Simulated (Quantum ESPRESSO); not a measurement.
## TeW2: phonons with PBEsol

Crystal: TeW2.

```
CELL_PARAMETERS angstrom
0.00000 3.12995 3.12995
3.12995 0.00000 3.12995
3.12995 3.12995 0.00000
ATOMIC_POSITIONS crystal
Te 0.00000 0.00000 0.00000
W 0.25000 0.25000 0.25000
W 0.75000 0.75000 0.75000
```

The cell was built by a generator and needn't be a form met in nature.

- Program: Quantum ESPRESSO 7.5
- Task: phonons
- Functional: PBEsol
- Potentials or basis: PseudoDojo 0.4.1 SR PBEsol standard
- Cutoff: 1088 eV
- Density cutoff: 4354 eV
- k mesh: 7 × 7 × 7
- Occupations: cold, width 0.2 eV
- Spin: no spin polarisation
- Target pressure: 50 GPa
- Mixing beta: 0.5
- Most SCF iterations: 120
- SCF threshold: 6e-10 Ry

```yaml
Relaxed_volume: 16.57 Å³/atom
Relaxed_cell: a = 4.127 Å, b = 4.127 Å, c = 4.127 Å, α = 60.00°, β = 60.00°, γ = 60.00°
Space_group_after_relaxing_to_0.05_Å: Fm-3m (No. 225)
Pressure_after_relaxing: 50.0 GPa
Band_gap_on_the_k_mesh: none (metal or under the smearing width)
Highest_phonon_frequency_at_Γ: 299 cm⁻¹
```

Step by step:
| step | energy change (eV) | largest force (eV/Å) | pressure (GPa) | volume (Å³) |
| --- | --- | --- | --- | --- |
| 1 | 0.0000 | 0.0000 | -5.70 | 61.33 |
| 2 | 3.0411 | 0.0000 | 91.34 | 45.51 |
| 3 | 0.8327 | 0.0000 | 39.40 | 51.12 |
| 4 | 1.1772 | 0.0000 | 48.69 | 49.87 |
| 5 | 1.2302 | 0.0000 | 50.05 | 49.69 |
| 6 | 1.2281 | 0.0000 | 50.00 | 49.70 |

Final structure:
```xyz
3
Lattice="0.0000 2.9182 2.9182 2.9182 0.0000 2.9182 2.9182 2.9182 0.0000" Properties=species:S:1:pos:R:3 pbc="T T T"
Te    0.0000    0.0000    0.0000
W     1.4591    1.4591    1.4591
W     4.3772    4.3772    4.3772
```

Levels at points of the mesh, in eV from the Fermi level:
```csv
k point,band 20,band 21,band 22,band 23,band 24,band 25
"(0.00, 0.00, 0.00)",-0.09,2.09,2.09,2.09,4.86,4.86
```

Phonon frequencies in cm⁻¹ (negative: imaginary):
```tsv
q point	frequencies
(0.000, 0.000, 0.000)	-4 -4 -4 149 149 149 299 299 299
```

Optical modes at Γ, degenerate ones joined:
| cm⁻¹ | components | symmetry | active in |
| --- | --- | --- | --- |
| 149 | 3 | T2g | Raman |
| 299 | 3 | T1u | IR |

Wall time 8.9 min on 4 MPI ranks on Arm Neoverse V1, on a shared host, peak memory 0.48 GiB a rank.

Caveat: the mesh is thin for the phonons of a metal; the volume moved by over 15 % at a fixed basis, so the end points are rough; the cell is more than 3 GPa from zero pressure, which shifts response properties. The run has no spin-orbit coupling, so splittings on Te, W are missing.
